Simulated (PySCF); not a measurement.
# CH6GeN2: the cost of one run

The runs use PySCF 2.14.0, with density-fitted response routines of our own; the level of theory stands in each step. All values are computed, except where a source is named. Atoms count from 0, in the outputs and in this text.

### 1 The molecule as given

10 atoms, charge 0, multiplicity 1; geometry from: GFN2-xTB. The atoms were then displaced at random by about 0.01 Å, so the start is not that level's minimum.

Bonds of the start (Å): C0–N1 1.28, N1–Ge2 1.85, Ge2–N3 1.78, C0–H4 1.07, C0–H5 1.09, Ge2–H6 1.52, Ge2–H7 1.47, N3–H8 1.00, N3–H9 1.01.

### 2 Geometry optimisation at PBE0-D3(BJ)/def2-SVP

The job: settings as JSON, then the geometry in Å.

```
{"job": {"xc": "PBE0", "basis": "def2-SVP", "d3": "d3bj", "grid": 1, "shake": 0.01, "kind": "geom"}, "charge": 0, "multiplicity": 1}
C      2.034680    -0.186230    -0.359270
N      0.817710    -0.128270    -0.742160
Ge    -0.751370    -0.575180     0.133890
N     -1.747870     0.895590     0.282230
H      2.360000    -0.534680     0.597390
H      2.791300     0.191500    -1.041150
H     -0.557880    -1.127450     1.537570
H     -1.414890    -1.510150    -0.785890
H     -2.018650     1.342920    -0.572190
H     -1.462600     1.611010     0.928530
```

Run with:

```bash
$ OMP_NUM_THREADS=1 python probes_run.py task.json out
```

The driver reads the jobs from task.json and runs them one after another.

**Question.** How long does this first job take on 1 thread of Arm Neoverse V2, shared host, and how much memory does it need?

About 23 s, with a peak of 0.43 GiB.
